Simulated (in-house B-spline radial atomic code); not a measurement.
# Excited states and polarisability of Ar⁸⁺ by several methods

How far do the methods of linear response differ for Ar⁸⁺? Each gives excitation energies, polarisability and C6.

Program: in-house B-spline radial atomic code version 1. Level of theory: linear response of a closed shell, each method with its own adiabatic kernel; spin-free one-electron X2C, finite nucleus; B-spline basis; no spin-orbit coupling, no double excitations; only terms of natural parity, (−1)^L, with L up to 3 are computed. These are calculated values, not measurements, unless marked.

**1. Starting point**

* element: argon (Z = 18)
* charge: +8
* configuration: [He] 2s2 2p6
* runs: TDHF; BSE on G0W0@HF; LDA (VWN5); PBE; PBE0; B3LYP; CAM-B3LYP; LC-ωPBE; ωB97X; HSE06; BHandHLYP; BLYP; PBEsol; BP86; exchange-only LDA; B97-1; RPBE; OLYP

The outer shells:

Ar⁸⁺
```
[He] core
2s [↑↓]
2p [↑↓][↑↓][↑↓]
```

**2. TDHF**

Settings of the run:

```ini
Z = 18
electrons = 10.0
configuration = [He] 2s2 2p6
hamiltonian = x2c
method = hf
box_radius = 11.59
rms_radius = 3.4274
intervals = 70
```

Started as:

```bash
$ python run_td.py task.json out
```

The settings of every run stand in task.json; they run in order.

**3. BSE on G0W0@HF**

Changes to the settings of step 2:

```diff
@@ -4,3 +4,3 @@
 hamiltonian = x2c
-method = hf
+method = bse
 box_radius = 11.59
```

**4. LDA (VWN5)**

Changes to the settings of step 3:

```diff
@@ -4,3 +4,3 @@
 hamiltonian = x2c
-method = bse
+method = lda,vwn
 box_radius = 11.59
```

**5. PBE**

Changes to the settings of step 4:

```diff
@@ -4,3 +4,3 @@
 hamiltonian = x2c
-method = lda,vwn
+method = pbe,pbe
 box_radius = 11.59
```

**6. PBE0**

Changes to the settings of step 5:

```diff
@@ -4,3 +4,3 @@
 hamiltonian = x2c
-method = pbe,pbe
+method = pbe0
 box_radius = 11.59
```

**7. B3LYP**

Changes to the settings of step 6:

```diff
@@ -4,3 +4,3 @@
 hamiltonian = x2c
-method = pbe0
+method = b3lyp
 box_radius = 11.59
```

**8. CAM-B3LYP**

Changes to the settings of step 7:

```diff
@@ -4,3 +4,3 @@
 hamiltonian = x2c
-method = b3lyp
+method = camb3lyp
 box_radius = 11.59
```

**9. LC-ωPBE**

Changes to the settings of step 8:

```diff
@@ -4,3 +4,3 @@
 hamiltonian = x2c
-method = camb3lyp
+method = lc_wpbe
 box_radius = 11.59
```

**10. ωB97X**

Changes to the settings of step 9:

```diff
@@ -4,3 +4,3 @@
 hamiltonian = x2c
-method = lc_wpbe
+method = wb97x
 box_radius = 11.59
```

**11. HSE06**

Changes to the settings of step 10:

```diff
@@ -4,3 +4,3 @@
 hamiltonian = x2c
-method = wb97x
+method = hse06
 box_radius = 11.59
```

**12. BHandHLYP**

Changes to the settings of step 11:

```diff
@@ -4,3 +4,3 @@
 hamiltonian = x2c
-method = hse06
+method = bhandhlyp
 box_radius = 11.59
```

**13. BLYP**

Changes to the settings of step 12:

```diff
@@ -4,3 +4,3 @@
 hamiltonian = x2c
-method = bhandhlyp
+method = b88,lyp
 box_radius = 11.59
```

**14. PBEsol**

Changes to the settings of step 13:

```diff
@@ -4,3 +4,3 @@
 hamiltonian = x2c
-method = b88,lyp
+method = pbesol
 box_radius = 11.59
```

**15. BP86**

Changes to the settings of step 14:

```diff
@@ -4,3 +4,3 @@
 hamiltonian = x2c
-method = pbesol
+method = b88,p86
 box_radius = 11.59
```

**16. exchange-only LDA**

Changes to the settings of step 15:

```diff
@@ -4,3 +4,3 @@
 hamiltonian = x2c
-method = b88,p86
+method = lda,
 box_radius = 11.59
```

**17. B97-1**

Changes to the settings of step 16:

```diff
@@ -4,3 +4,3 @@
 hamiltonian = x2c
-method = lda,
+method = b97_1
 box_radius = 11.59
```

**18. RPBE**

Changes to the settings of step 17:

```diff
@@ -4,3 +4,3 @@
 hamiltonian = x2c
-method = b97_1
+method = rpbe,pbe
 box_radius = 11.59
```

**19. OLYP**

Changes to the settings of step 18:

```diff
@@ -4,3 +4,3 @@
 hamiltonian = x2c
-method = rpbe,pbe
+method = optx,lyp
 box_radius = 11.59
```

Before running it: what results should come out? Wanted: for each run, threshold; 2p→3s ¹P; 2p→3s ³P, Tamm-Dancoff; α; C6.

As calculated:

```csv
run,threshold (eV),2p→3s ¹P (eV),"2p→3s ³P, Tamm-Dancoff (eV)",α (bohr³),C6 (hartree bohr⁶),time
TDHF,424.89,255.17,253.21,0.03709,0.01362,0.5 s
BSE on G0W0@HF,423.48,254.01,252.12,0.03699,0.01355,5.1 s
LDA (VWN5),395.04,244.94,243.43,0.03826,0.01419,0.3 s
PBE,395.26,243.96,242.29,0.03817,0.01413,0.4 s
PBE0,403.04,247.12,245.40,0.03786,0.01399,0.5 s
B3LYP,401.76,244.45,242.28,0.03793,0.01402,0.5 s
CAM-B3LYP,403.66,244.06,241.89,0.03795,0.01402,0.7 s
LC-ωPBE,401.24,243.26,241.61,0.03820,0.01415,0.7 s
ωB97X,403.89,248.48,246.99,0.03776,0.01395,0.8 s
HSE06,402.53,247.05,245.32,0.03788,0.01400,0.7 s
BHandHLYP,410.85,247.27,244.85,0.03761,0.01386,0.5 s
BLYP,395.37,241.41,239.16,0.03817,0.01413,0.4 s
PBEsol,394.89,244.26,242.62,0.03821,0.01416,0.4 s
BP86,395.46,245.13,243.59,0.03808,0.01409,0.4 s
exchange-only LDA,392.50,243.66,241.92,0.03840,0.01426,0.3 s
B97-1,401.93,246.84,245.23,0.03788,0.01399,0.5 s
RPBE,395.21,243.44,241.77,0.03816,0.01413,0.4 s
OLYP,396.40,241.18,238.96,0.03796,0.01402,0.4 s
```

In words: α runs from 0.0370 (BSE on G0W0@HF) to 0.0384 bohr³ (exchange-only LDA). The semilocal functionals put the threshold at 392.50 to 396.40 eV, under Hartree-Fock's 424.89 eV, through self-interaction. In this BSE only levels near the gap carry their own quasi-particle shift; deeper ones move rigidly and higher empty ones not at all.
